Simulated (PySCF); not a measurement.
# C5H7BNP: magnetic properties

Wanted: magnetic properties for C5H7BNP (`N#C[BH2-][PH+]1C=CC=C1`).

Programs: PySCF 2.14.0, with routines of our own; each step states its level. All values are computed. Atoms count from 0.

### Step 1. The system as given

15 atoms, charge 0, multiplicity 1; geometry from: GFN2-xTB.

### Step 2. Magnetic properties: GIAO CAM-B3LYP/pcSseg-1

The job: settings as JSON, then the geometry in Å.

```
{"job": {"kind": "mag", "xc": "CAM-B3LYP", "basis": "pcSseg-1", "isotopologues": 2}, "charge": 0, "multiplicity": 1}
N      1.613688     1.901629    -1.433295
C      1.854950     1.002962    -0.759629
B      2.138757    -0.212904     0.159850
P      0.319436    -0.740374     0.564201
C     -0.780699     0.517408     1.215153
C     -1.764909     0.757232     0.329181
C     -1.760808    -0.115763    -0.822586
C     -0.772501    -1.029047    -0.827826
H      2.643338     0.090186     1.193089
H      2.638167    -1.129353    -0.410787
H      0.087985    -1.835479     1.389863
H     -0.606749     1.061198     2.127275
H     -2.516058     1.522084     0.446602
H     -2.509177    -0.025306    -1.593555
H     -0.589833    -1.756485    -1.599447
```

Level: GIAO CAM-B3LYP/pcSseg-1 magnetisability, rotational g tensor and spin-rotation constants, non-relativistic, gas phase.

Launch:

```console
OMP_NUM_THREADS=1 python excited_run.py task.json out
```

This one command runs all jobs of the session in turn.

Log:

```text
coarse grid: 13544 points
cycle   1  E = -615.3270254187  dE =  1.458e+00  |g| = 4.873e-01  |ddm| = 3.624e+00
cycle   2  E = -615.2989427432  dE =  2.808e-02  |g| = 6.773e-01  |ddm| = 1.067e+00
cycle   3  E = -615.3942891301  dE = -9.535e-02  |g| = 1.222e-01  |ddm| = 5.390e-01
cycle   4  E = -615.3977027587  dE = -3.414e-03  |g| = 4.060e-02  |ddm| = 1.317e-01
cycle   5  E = -615.3980896454  dE = -3.869e-04  |g| = 5.906e-03  |ddm| = 4.238e-02
cycle   6  E = -615.3981000617  dE = -1.042e-05  |g| = 2.298e-03  |ddm| = 1.001e-02
cycle   7  E = -615.3981018175  dE = -1.756e-06  |g| = 6.580e-04  |ddm| = 3.350e-03
final grid: 127776 points
cycle   8  E = -615.4597572724  dE = -2.600e-05  |g| = 3.078e-03  |ddm| = 1.705e-02
cycle   9  E = -615.4597576788  dE = -4.064e-07  |g| = 2.938e-03  |ddm| = 5.852e-03
cycle  10  E = -615.4597598715  dE = -2.193e-06  |g| = 4.343e-04  |ddm| = 2.933e-03
cycle  11  E = -615.4597599097  dE = -3.826e-08  |g| = 2.181e-04  |ddm| = 4.763e-04
cycle  12  E = -615.4597599209  dE = -1.117e-08  |g| = 4.821e-05  |ddm| = 2.245e-04
cycle  13  E = -615.4597599214  dE = -5.386e-10  |g| = 2.828e-05  |ddm| = 6.434e-05
converged SCF energy = -615.4597599214

Magnetisability tensor (1e-30 J/T^2)
    -1239.08     -187.76      141.59
     -187.76    -1361.77      220.71
      141.59      220.71    -1234.77
isotropic -1278.54   principal values   -1659.47  -1107.53  -1068.61
isotropic susceptibility -76.995 1e-6 cm^3/mol

Inertial axes            a          b          c
rot. const./GHz      2.6534     1.5296     1.3150
chi total           -85.803    -80.830    -64.353
chi diamagnetic    -563.629   -873.950   -989.134
chi paramagnetic    477.826    793.120    924.781
quadrupole/D A       -9.397     -0.462      9.859
g nuclear            0.5822     0.5548     0.5444
g electronic        -0.5956    -0.5699    -0.5713
g total             -0.0134    -0.0151    -0.0269

Spin-rotation constants (kHz, H = +C I.J)
atom  isotope        aa         bb         cc
  0    14N        0.645      0.038      0.336
  2    11B        0.318      0.167      0.136
  3    31P        4.033      2.652      1.844
  8     1H       -0.197     -0.124     -0.028
  9     1H       -0.198     -0.123     -0.028
 10     1H       -0.194      0.045     -0.144
 11     1H       -0.309     -0.164      0.136
 12     1H       -0.173     -0.009     -0.042
 13     1H       -0.174     -0.010     -0.040
 14     1H       -0.309     -0.164      0.136
  1    13C*       1.277     -0.005      0.620
  4    13C*       0.531      0.445      0.638
  5    13C*       0.636      0.485      0.677
* in the singly substituted isotopologue

Isotopologues: g along a, b, c
2H    at 8,9,10,11,12,1    -0.0156    -0.0113    -0.0248
15N   at 0                 -0.0118    -0.0155    -0.0263
```

It took 20 s on 1 thread of AMD EPYC 9R45, shared host; peak memory 0.96 GiB.

Key values:

```tsv
quantity	value
magnetisability	-1279·10⁻³⁰ J/T²
molar susceptibility	-77.0·10⁻⁶ cm³/mol
rotational g (a, b, c)	-0.0134, -0.0151, -0.0269
```

### Step 3. Magnetic properties: GIAO B3LYP/MINI in tetrahydrofuran

The job, as its differences from that of step 2:

```diff
@@ -1,2 +1,2 @@
-{"job": {"kind": "mag", "xc": "CAM-B3LYP", "basis": "pcSseg-1", "isotopologues": 2}, "charge": 0, "multiplicity": 1}
+{"job": {"kind": "mag", "xc": "B3LYP", "basis": "MINI", "solvent": "tetrahydrofuran"}, "charge": 0, "multiplicity": 1}
 N      1.613688     1.901629    -1.433295
```

With the program's defaults for keys left out, this is: GIAO B3LYP/MINI magnetisability, non-relativistic, IEF-PCM tetrahydrofuran.

Log:

```text
coarse grid: 13544 points
cycle   1  E = -611.5410745404  dE =  1.392e+00  |g| = 3.591e-01  |ddm| = 6.430e+00
cycle   2  E = -611.4653199060  dE =  7.575e-02  |g| = 6.443e-01  |ddm| = 1.458e+00
cycle   3  E = -611.5889979034  dE = -1.237e-01  |g| = 8.379e-02  |ddm| = 8.408e-01
cycle   4  E = -611.5914514469  dE = -2.454e-03  |g| = 1.382e-02  |ddm| = 1.803e-01
cycle   5  E = -611.5915013503  dE = -4.990e-05  |g| = 6.986e-03  |ddm| = 3.100e-02
cycle   6  E = -611.5915170207  dE = -1.567e-05  |g| = 1.728e-03  |ddm| = 1.271e-02
cycle   7  E = -611.5915180896  dE = -1.069e-06  |g| = 2.179e-04  |ddm| = 3.252e-03
final grid: 127776 points
cycle   8  E = -611.6030338051  dE = -6.583e-06  |g| = 1.774e-03  |ddm| = 1.317e-02
cycle   9  E = -611.6030331940  dE =  6.111e-07  |g| = 2.466e-03  |ddm| = 7.177e-03
cycle  10  E = -611.6030349229  dE = -1.729e-06  |g| = 6.859e-04  |ddm| = 3.786e-03
cycle  11  E = -611.6030350721  dE = -1.492e-07  |g| = 1.140e-04  |ddm| = 1.085e-03
cycle  12  E = -611.6030350757  dE = -3.542e-09  |g| = 3.696e-05  |ddm| = 1.971e-04
cycle  13  E = -611.6030350761  dE = -4.625e-10  |g| = 7.181e-06  |ddm| = 6.757e-05
converged SCF energy = -611.6030350761

Magnetisability tensor (1e-30 J/T^2)
    -1461.98     -165.39      124.93
     -165.39    -1550.97      247.29
      124.93      247.29    -1409.06
isotropic -1474.00   principal values   -1848.44  -1350.82  -1222.75
isotropic susceptibility -88.767 1e-6 cm^3/mol

Inertial axes            a          b          c
rot. const./GHz      2.6534     1.5296     1.3150
chi total           -98.047    -94.617    -73.636
chi diamagnetic    -578.435   -890.673  -1006.326
chi paramagnetic    480.388    796.056    932.690
quadrupole/D A      -11.831      0.358     11.474
```

Run time: 3.9 s. Hardware: 1 thread of AMD EPYC 9R45, shared host; peak memory 0.52 GiB.

From this job:

```tsv
quantity	value
magnetisability	-1474·10⁻³⁰ J/T²
molar susceptibility	-88.8·10⁻⁶ cm³/mol
```

### Step 4. Results

| quantity | value |
| --- | --- |
| magnetisability (step 2, GIAO CAM-B3LYP/pcSseg-1) | -1279·10⁻³⁰ J/T² |
| molar susceptibility (step 2, GIAO CAM-B3LYP/pcSseg-1) | -77.0·10⁻⁶ cm³/mol |
| rotational g (a, b, c) (step 2, GIAO CAM-B3LYP/pcSseg-1) | -0.0134, -0.0151, -0.0269 |

The values above hold for this geometry and these levels alone. Vibrational averaging and real surroundings are missing from these values.
